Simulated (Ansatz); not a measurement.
**C7H14: a ladder of functionals and wavefunction methods**

The task here is to estimate one member of a computed series from the others.

Program: Ansatz 0.2.0, Gaussian basis. Level of theory: functionals in def2-TZVPP, the program's frozen cores in correlated methods. These are calculated values, not measurements.

Plan: PBE-D4, r2SCAN-D4, PBE0-D4, B3LYP-D4, ωB97X-V, ωB97M-V, B2PLYP; CCSD(T)/def2-TZVPP; MP2/def2-QZVPP; extrapolation to the limit.

### The relaxed structure

All runs share one geometry, relaxed beforehand with PBE0-D4 in a triple-zeta def2 set.

21 atoms, charge 0, spin multiplicity 1.

Atoms are counted from 1 here; the program's logs count them from 0.

Bond lengths: C1–C2 1.325 Å, C1–H8 1.086 Å, C1–H9 1.084 Å, C2–C3 1.492 Å, C2–H10 1.090 Å, C3–C4 1.528 Å, C3–H11 1.097 Å, C3–H12 1.095 Å, C4–C5 1.520 Å, C4–H13 1.096 Å, C4–H14 1.096 Å, C5–C6 1.523 Å, C5–H15 1.097 Å, C5–H16 1.096 Å, C6–C7 1.520 Å, C6–H17 1.097 Å, C6–H18 1.095 Å, C7–H19 1.094 Å and more. Angles: C2–C1–H8 121.3°, C2–C1–H9 121.7°, H8–C1–H9 117.0°, C1–C2–C3 125.5°, C1–C2–H10 118.8°, C3–C2–H10 115.7°, C2–C3–C4 113.1°, C2–C3–H11 108.8°, C2–C3–H12 109.6°, C4–C3–H11 108.6°, C4–C3–H12 109.9°, H11–C3–H12 106.7°, C3–C4–C5 113.2°, C3–C4–H13 108.8°, C3–C4–H14 108.9°, C5–C4–H13 110.2°, C5–C4–H14 109.3°, H13–C4–H14 106.2° and more.

The first run:

Input file in.yaml:

```yaml
crystal:
  periodic: [false, false, false]
  atoms:
    - {symbol: C, position_ang: [-1.047769, 2.856653, -1.032688]}
    - {symbol: C, position_ang: [0.069432, 2.157572, -0.891242]}
    - {symbol: C, position_ang: [0.400031, 0.896956, -1.617997]}
    - {symbol: C, position_ang: [0.662172, -0.282315, -0.681856]}
    - {symbol: C, position_ang: [-0.568101, -0.710239, 0.101972]}
    - {symbol: C, position_ang: [-0.349103, -1.926007, 0.992717]}
    - {symbol: C, position_ang: [0.632216, -1.691655, 2.130202]}
    - {symbol: H, position_ang: [-1.827154, 2.541678, -1.720124]}
    - {symbol: H, position_ang: [-1.224330, 3.767699, -0.472638]}
    - {symbol: H, position_ang: [0.822772, 2.507864, -0.185696]}
    - {symbol: H, position_ang: [1.295804, 1.064919, -2.228323]}
    - {symbol: H, position_ang: [-0.411723, 0.649325, -2.310574]}
    - {symbol: H, position_ang: [1.473298, -0.015003, 0.004443]}
    - {symbol: H, position_ang: [1.028087, -1.130378, -1.272069]}
    - {symbol: H, position_ang: [-1.375625, -0.926553, -0.607699]}
    - {symbol: H, position_ang: [-0.921952, 0.129536, 0.711072]}
    - {symbol: H, position_ang: [-0.004427, -2.766949, 0.378906]}
    - {symbol: H, position_ang: [-1.313238, -2.233261, 1.411059]}
    - {symbol: H, position_ang: [0.315571, -0.848877, 2.751933]}
    - {symbol: H, position_ang: [1.637190, -1.471012, 1.763033]}
    - {symbol: H, position_ang: [0.706848, -2.569972, 2.775548]}
basis:
  gaussian: {orbitals: def2-TZVPP}
hamiltonian: {xc: pbe, dispersion: d4}
output: {forces: true, orbitals: {seedname: orbitals}}
```

On the command line:

```bash
$ ansatz run in.yaml --threads 2 --pin off --events-out ev --progress --plain --max-ram 32768MiB --backend cuda --devices 0, --max-vram 18GiB
```

Steps of the session up to this table: PBE-D4 (GGA); r2SCAN-D4 (meta-GGA); PBE0-D4 (hybrid); B3LYP-D4 (hybrid); ωB97X-V (range-separated); ωB97M-V (range-separated); B2PLYP (double hybrid); CCSD(T) in def2-TZVPP; MP2 in def2-QZVPP.

One of the session's tables, all rows but one given; the rest of the session is left out.

```
            method  atoms, summed (eV)  atomisation energy (kJ/mol)
            PBE-D4           -7389.698                       8685.9
         r2SCAN-D4           -7396.855                       8542.5
           PBE0-D4           -7392.031                       8592.9
          B3LYP-D4                   ?                            ?
           ωB97X-V           -7399.675                       8529.7
           ωB97M-V           -7397.205                       8545.3
            B2PLYP           -7395.233                       8449.7
     HF/def2-TZVPP           -7370.059                       6476.4
    MP2/def2-TZVPP           -7382.652                       8427.9
   CCSD/def2-TZVPP           -7386.540                       8247.4
CCSD(T)/def2-TZVPP           -7386.927                       8348.5
           MP2/CBS           -7384.803                       8600.6
       CCSD(T)/CBS           -7389.077                       8521.2
```

**Question.** Estimate the row for B3LYP-D4.

The run gave: atoms, summed (eV): -7402.762; atomisation energy (kJ/mol): 8536.0. In the column «atoms, summed (eV)» it is the lowest.

Caveats from the session: Free atoms (7 C, 14 H) were run apart at each level; the atomisation energy is their sum less the molecule, without zero-point or spin-orbit terms.
